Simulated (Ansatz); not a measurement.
**ClH₆NSi₂: up Jacob's ladder to CCSD(T)**

One table from this session's results is given with a row withheld; the runs are named, their logs left out.

Computed with Ansatz 0.2.0, Gaussian basis. Level: functionals in def2-TZVPP, the program's frozen cores in correlated methods.

The runs, in order: LDA (SPW92), PBE-D4, revPBE-D4, BLYP-D4, r2SCAN-D4, B97M-V, PBE0-D4, B3LYP-D4, r2SCANh-D4, r2SCAN0-D4, HSE06-D4, BHLYP-D4, CAM-B3LYP-D4, LC-ωPBE, ωB97X-V, ωB97M-V, B2PLYP, PBE-QIDH; CCSD(T)/def2-SVP; CCSD(T)/def2-TZVPP; MP2/def2-QZVPP; extrapolation to the limit; RPA on PBE.

## The relaxed structure

An earlier PBE0-D4 in a triple-zeta def2 set relaxation fixed the geometry.

SMILES `N[SiH2][SiH2]Cl`, 10 atoms, charge 0, spin multiplicity 1.

Atoms are counted from 1 here; the program's logs count them from 0.

Bond lengths: N1–Si2 1.719 Å, N1–H5 1.008 Å, N1–H6 1.007 Å, Si2–Si3 2.342 Å, Si2–H7 1.488 Å, Si2–H8 1.495 Å, Si3–Cl4 2.076 Å, Si3–H9 1.485 Å, Si3–H10 1.485 Å. Angles: Si2–N1–H5 118.9°, Si2–N1–H6 120.6°, H5–N1–H6 111.2°, N1–Si2–Si3 105.7°, N1–Si2–H7 108.8°, N1–Si2–H8 116.4°, Si3–Si2–H7 110.9°, Si3–Si2–H8 108.2°, H7–Si2–H8 106.9°, Si2–Si3–Cl4 106.4°, Si2–Si3–H9 113.3°, Si2–Si3–H10 113.6°, Cl4–Si3–H9 107.0°, Cl4–Si3–H10 107.3°, H9–Si3–H10 108.9°.

Set-up of the first run:

in.yaml reads:

```yaml
crystal:
  periodic: [false, false, false]
  atoms:
    - {symbol: N, position_ang: [-1.495793, 0.818167, -0.284518]}
    - {symbol: Si, position_ang: [0.132335, 0.560347, -0.770305]}
    - {symbol: Si, position_ang: [1.071266, -0.819573, 0.871908]}
    - {symbol: Cl, position_ang: [-0.311523, -2.325320, 1.231217]}
    - {symbol: H, position_ang: [-2.043688, 0.029913, 0.023216]}
    - {symbol: H, position_ang: [-2.070060, 1.499202, -0.754657]}
    - {symbol: H, position_ang: [0.829836, 1.873964, -0.823536]}
    - {symbol: H, position_ang: [0.333814, -0.092683, -2.100521]}
    - {symbol: H, position_ang: [1.300767, -0.123056, 2.162969]}
    - {symbol: H, position_ang: [2.336245, -1.472260, 0.447128]}
basis:
  gaussian: {orbitals: def2-TZVPP}
hamiltonian: {xc: lda}
output: {orbitals: {seedname: orbitals}}
```

Started as:

```sh
$ ansatz run in.yaml --threads 2 --pin off --events-out ev --progress --plain --max-ram 4352MiB
```

Among the steps run: LDA; PBE-D4 (GGA); revPBE-D4 (GGA); BLYP-D4 (GGA); r2SCAN-D4 (meta-GGA); B97M-V (meta-GGA); PBE0-D4 (hybrid); B3LYP-D4 (hybrid); r2SCANh-D4 (hybrid); r2SCAN0-D4 (hybrid); HSE06-D4 (hybrid); BHLYP-D4 (hybrid); CAM-B3LYP-D4 (range-separated); LC-ωPBE (range-separated); ωB97X-V (range-separated); ωB97M-V (range-separated); B2PLYP (double hybrid); PBE-QIDH (double hybrid).

One of the session's tables, all rows but one given; the rest of the session is left out.

It belongs to the step «Frontier levels by functional». 

```
  functional  HOMO (eV)  gap (eV)
 LDA (SPW92)      -6.22      4.44
      PBE-D4      -6.11      4.56
   revPBE-D4      -6.06      4.61
     BLYP-D4      -5.99      4.61
   r2SCAN-D4      -6.41      5.16
      B97M-V      -6.55      5.13
     PBE0-D4      -7.46      6.76
    B3LYP-D4      -7.24      6.36
  r2SCANh-D4      -6.91      5.96
  r2SCAN0-D4          ?         ?
    HSE06-D4      -7.05      5.98
    BHLYP-D4      -8.69      8.91
CAM-B3LYP-D4      -8.83      9.18
     LC-ωPBE     -10.18     11.67
     ωB97X-V      -9.84     11.19
     ωB97M-V      -9.67     10.73
```

Q: Estimate the row for r2SCAN0-D4 from the others.

Worked estimate for «HOMO (eV)». Against the share of exact exchange, r2SCAN-D4 (0, -6.41), r2SCANh-D4 (0.1, -6.91) give a slope of -5.00 per unit share; at 0.25 the line stands at -7.66.

**Answer.** HOMO (eV): -7.66; gap (eV): 7.13. In «HOMO (eV)» the line misses by 0.00.
